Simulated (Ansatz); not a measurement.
# C₂H₅FSi₂: a ladder of functionals and wavefunction methods

Aim: compute C₂H₅FSi₂ with functionals from several rungs and with coupled cluster. The yardstick is the atomisation energy at the CCSD(T) limit.

Method: functionals in def2-TZVPP, the program's frozen cores in correlated methods; program: Ansatz 0.2.0, Gaussian basis.

Plan: PBE-D4, r2SCAN-D4, PBE0-D4, B3LYP-D4, ωB97X-V, ωB97M-V, B2PLYP; CCSD(T)/def2-TZVPP; MP2/def2-QZVPP; extrapolation to the limit.

## 1. The relaxed structure

An earlier PBE0-D4 in a triple-zeta def2 set relaxation fixed the geometry.

SMILES `F[SiH]1C=C[SiH2]1`, 10 atoms, charge 0, spin multiplicity 1.

Atoms are counted from 1 here; the program's logs count them from 0.

Bond lengths: F1–Si2 1.604 Å, Si2–C3 1.863 Å, Si2–Si5 2.327 Å, Si2–H6 1.486 Å, C3–C4 1.351 Å, C3–H7 1.089 Å, C4–Si5 1.885 Å, C4–H8 1.089 Å, Si5–H9 1.488 Å, Si5–H10 1.489 Å. Angles: F1–Si2–C3 116.3°, F1–Si2–Si5 121.1°, F1–Si2–H6 105.4°, C3–Si2–Si5 76.2°, C3–Si2–H6 114.6°, Si5–Si2–H6 121.3°, Si2–C3–C4 103.5°, Si2–C3–H7 133.1°, C4–C3–H7 123.3°, C3–C4–Si5 106.4°, C3–C4–H8 122.8°, Si5–C4–H8 130.8°, Si2–Si5–C4 73.5°, Si2–Si5–H9 118.7°, Si2–Si5–H10 122.8°, C4–Si5–H9 113.6°, C4–Si5–H10 116.2°, H9–Si5–H10 108.2°.

As a file:

```xyz
10
charge 0, multiplicity 1
F    -2.64621    0.15211   -0.03129
Si   -1.15277    0.34588   -0.58373
C    -0.06113   -1.16383   -0.55964
C     1.00594   -0.76851    0.16879
Si    0.58686    0.94131    0.84211
H    -1.30516    0.97678   -1.92104
H    -0.12694   -2.13737   -1.04216
H     1.89483   -1.38517    0.29655
H     0.33363    0.95868    2.30815
H     1.55384    2.02882    0.52507
```

## 2. PBE-D4 (GGA)

Contents of in.yaml:

```yaml
crystal:
  periodic: [false, false, false]
  atoms:
    - {symbol: F, position_ang: [-2.646208, 0.152111, -0.031290]}
    - {symbol: Si, position_ang: [-1.152768, 0.345880, -0.583728]}
    - {symbol: C, position_ang: [-0.061132, -1.163834, -0.559639]}
    - {symbol: C, position_ang: [1.005941, -0.768510, 0.168787]}
    - {symbol: Si, position_ang: [0.586861, 0.941312, 0.842107]}
    - {symbol: H, position_ang: [-1.305160, 0.976779, -1.921044]}
    - {symbol: H, position_ang: [-0.126938, -2.137367, -1.042158]}
    - {symbol: H, position_ang: [1.894829, -1.385170, 0.296551]}
    - {symbol: H, position_ang: [0.333634, 0.958676, 2.308148]}
    - {symbol: H, position_ang: [1.553841, 2.028823, 0.525065]}
basis:
  gaussian: {orbitals: def2-TZVPP}
hamiltonian: {xc: pbe, dispersion: d4}
output: {forces: true, orbitals: {seedname: orbitals}}
```

On the command line:

```console
> ansatz run in.yaml --threads 4 --pin off --events-out ev --progress --plain --max-ram 10444MiB
```

After this run come: r2SCAN-D4 (meta-GGA); PBE0-D4 (hybrid); B3LYP-D4 (hybrid); ωB97X-V (range-separated); ωB97M-V (range-separated); B2PLYP (double hybrid); CCSD(T) in def2-TZVPP; MP2 in def2-QZVPP.

Q: Predict the results of all the runs planned. Wanted: atomisation energy, CCSD(T)/CBS; farthest; mean size of error, hybrid; mean size of error, range-separated; gap, smallest and largest; T1 diagnostic; triples share of the correlation energy.

As calculated:

| quantity | value |
| --- | --- |
| atomisation energy, CCSD(T)/CBS | 39.367 eV |
| functionals within 0.197 eV (0.5 %) | r2SCAN-D4, PBE0-D4, B3LYP-D4, ωB97X-V, ωB97M-V |
| farthest | B2PLYP (-0.535 eV) |
| mean size of error, hybrid | 0.113 eV |
| mean size of error, range-separated | 0.097 eV |
| gap, smallest and largest | 4.58 eV (PBE-D4), 11.27 eV (ωB97X-V) |
| T1 diagnostic | 0.0128 |
| triples share of the correlation energy | 4.0 % |

PBE-D4 misses by +0.521 eV. Double hybrids carry the basis error of their MP2 part in triple zeta, and no dispersion term here, so their miss is partly the set-up's. Misses under about 0.197 eV are within the doubt on the reference itself, which lacks core-valence correlation, relativity and higher excitations. Hartree-Fock recovers 74 % of the binding; the rest is correlation. Orbital gaps span 4.6 to 11.3 eV; exact exchange widens them.
